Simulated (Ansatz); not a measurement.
From input file to script: K2Pt, space group Fm-3m in Ansatz 0.2.0.

```yaml
crystal:
  lattice:
    - [0.0, 3.781463, 3.781463]
    - [3.781463, 0.0, 3.781463]
    - [3.781463, 3.781463, 0.0]
  atoms:
    - { symbol: K, position: [0.75, 0.75, 0.75] }
    - { symbol: K, position: [0.25, 0.25, 0.25] }
    - { symbol: Pt, position: [-0.006611, 0.019834, -0.006611] }
accuracy: low
basis:
  ecutwfc: 462.593566181796
kpoints:
  mp_grid:
    grid: [5, 5, 5]
hamiltonian:
  xc: r2scan
scf:
  occupations:
    method: cold
relax:
  f_tol: 0.001
  max_displacement: 0.3
  constraints:
    - { site: 0, fix: xyz }
output:
  write_density: true
  volumetric_format: npy
  elf: true
```

`run_relax.py`:
```python
'''Relax the ions of K2Pt at fixed cell.'''

from pathlib import Path
import json

import ansatz as az
from ase import Atoms
from ase.data import atomic_numbers
from ase.io import write
import numpy as np
import spglib


def main() -> None:
    vectors = np.array([
        [0.0, 3.781463, 3.781463],
        [3.781463, 0.0, 3.781463],
        [3.781463, 3.781463, 0.0],
    ])
    cell = (
        az.Lattice.of(vectors)
        .atom('K', (0.75, 0.75, 0.75))
        .atom('K', (0.25, 0.25, 0.25))
        .atom('Pt', (0.0, 0.0, 0.0))
    )
    # a displaced start

    setup = (
        cell.move(2, to=(-0.006611, 0.019834, -0.006611)).fix(0).calculation()
        .functional(az.Functional.R2SCAN)
        .basis(34 * az.Ry)
        .accuracy('low')
        .kpoints(length=21)
        .occupations(az.OccupationsMethod.COLD)
        .relax(force_tolerance=0.001, max_displacement=0.3)
        .density()
        .electron_localization_function()
        .output_files(volumetric_format='npy')
    )
    out = setup.run(threads=1, events_out='k2pt.ndjson')
    with open('k2pt.ndjson') as stream:
        events = [json.loads(line) for line in stream]
    steps = [e['data'] for e in events if e['event'] == 'relax_step']
    rep = out.report
    for s in steps:
        flag = '' if s['accepted'] else '  (rejected)'
        print('step %2d  E = %.5f eV  largest force component = %.4f eV/A%s' % (s['step'], s['lagrangian_ev'], s['allowed_force_max_ev_ang'], flag))

    first, last = steps[0], steps[-1]
    symbols = [site.symbol for site in out.lattice.sites]
    print(f'energy gained {first["lagrangian_ev"] - last["lagrangian_ev"]:.4f} eV in {len(steps) - 1} steps')

    print('atom   start x y z (A)              end x y z (A)')
    for symbol, a, b in zip(symbols, first['positions_ang'], last['positions_ang']):
        print(f'{symbol:3s}', ' '.join(f'{v:8.4f}' for v in a), '  ', ' '.join(f'{v:8.4f}' for v in b))

    relaxed = Atoms(symbols, positions=[site.position_ang for site in out.lattice.sites], cell=out.lattice.cell_ang, pbc=True)
    write('relaxed.cif', relaxed, format='cif')

    fractions = [site.position_frac for site in out.lattice.sites]
    numbers = [atomic_numbers[s] for s in symbols]
    for tolerance in (1e-3, 1e-2, 1e-1):
        print(f'space group at {tolerance} A:', spglib.get_spacegroup((out.lattice.cell_ang, fractions, numbers), symprec=tolerance))

    moved = np.linalg.norm(np.array(last['positions_ang']) - np.array(first['positions_ang']), axis=1)
    print('displacement by atom (A):', ' '.join(f'{s}:{d:.3f}' for s, d in zip(symbols, moved)))

    energy = rep['free_energy_ev']
    print('K2Pt: {:.6f} eV = {:.6f} Ry = {:.6f} Ha'.format(energy, energy / 13.605693, energy / 27.211386))
    print('Fermi level {:.4f} eV, {} k-points, {} symmetry operations'.format(rep['fermi_energy_ev'], rep['n_kpoints'], rep['n_symmetry_ops']))

    # ELF is 0.5 in a uniform gas and nears 1 where pairs localise
    folder = Path(out.write_results('elf'))
    elf = np.load(folder / 'elf.npy')
    peak = np.unravel_index(elf.argmax(), elf.shape)
    print(f'largest ELF {elf.max():.3f} at grid fractions', np.round(np.array(peak) / elf.shape, 3))
    for level in (0.2, 0.5, 0.7, 0.8, 0.9):
        print(f'share of the cell with ELF over {level}: {np.mean(elf > level):.3f}')


if __name__ == '__main__':
    main()
```

Output of `python run_relax.py`:
```text
DeckWarning: the atoms were moved onto the symmetric positions of the space group found under crystal.symmetry.tolerance 1.0e-5 (fractional; no operation is sought that the atoms, as they stand in a round, miss by more than twice it, and no atom is moved by [...]
DeckWarning: basis.ecutwfc = 462.593566181796 eV is below the records' recommended 500 eV, and the density's cutoff is lower with it unless basis.ecutrho_ratio is high enough to keep the records' density cutoff: compare with a run at a higher cutoff
step  1  E = -15621.82814 eV  largest force component = 0.0906 eV/A
step  2  E = -15621.83311 eV  largest force component = 0.0460 eV/A
step  3  E = -15621.83490 eV  largest force component = 0.0017 eV/A
step  4  E = -15621.83490 eV  largest force component = 0.0017 eV/A
step  5  E = -15621.83490 eV  largest force component = 0.0008 eV/A
step  6  E = -15621.83490 eV  largest force component = 0.0000 eV/A
energy gained 0.0068 eV in 5 steps
atom   start x y z (A)              end x y z (A)
K     5.6722   5.6722   5.6722      5.6722   5.6722   5.6722
K     1.8907   1.8907   1.8907      1.8907   1.8907   1.8907
Pt    0.0500  -0.0500   0.0500     -0.0000   0.0000  -0.0000
space group at 0.001 A: Fm-3m (225)
space group at 0.01 A: Fm-3m (225)
space group at 0.1 A: Fm-3m (225)
displacement by atom (A): K:0.000 K:0.000 Pt:0.087
K2Pt: -15621.834905 eV = -1148.183698 Ry = -574.091849 Ha
Fermi level 5.4181 eV, 19 k-points, 6 symmetry operations
largest ELF 0.883 at grid fractions [0.3 0.3 0.1]
share of the cell with ELF over 0.2: 0.418
share of the cell with ELF over 0.5: 0.129
share of the cell with ELF over 0.7: 0.077
share of the cell with ELF over 0.8: 0.054
share of the cell with ELF over 0.9: 0.000
```
(Warnings from the package without file and line, shortened.)

Notes:
- These settings explore the input space; cutoff and mesh may be short of convergence.
- The cutoff lies under the one recommended for these potentials.
- The Fermi level of a run with fixed occupations marks the highest occupied state on its mesh, not mid-gap.
- An absolute Fermi energy rests on an arbitrary zero of the periodic potential and has no direct meaning.
- Energies along a relaxation are free energies. A last row that repeats the one before re-solves the same geometry more tightly.
- An opening on this mesh may only mean that it misses a point where bands touch.
- Spin-orbit coupling, which matters for elements this heavy, is left out.
- Densities and potentials on the grid are those of the valence electrons, and inside the cores they hang on the potentials used.
- The structure comes from a database of computed cells and needn't be a stable or known phase.
- Hardware and time: 51 s on 1 thread of Arm Neoverse V1 (shared host), peak memory 0.59 GiB.

(Lines on the test bed's own set-up are left out of the output.)
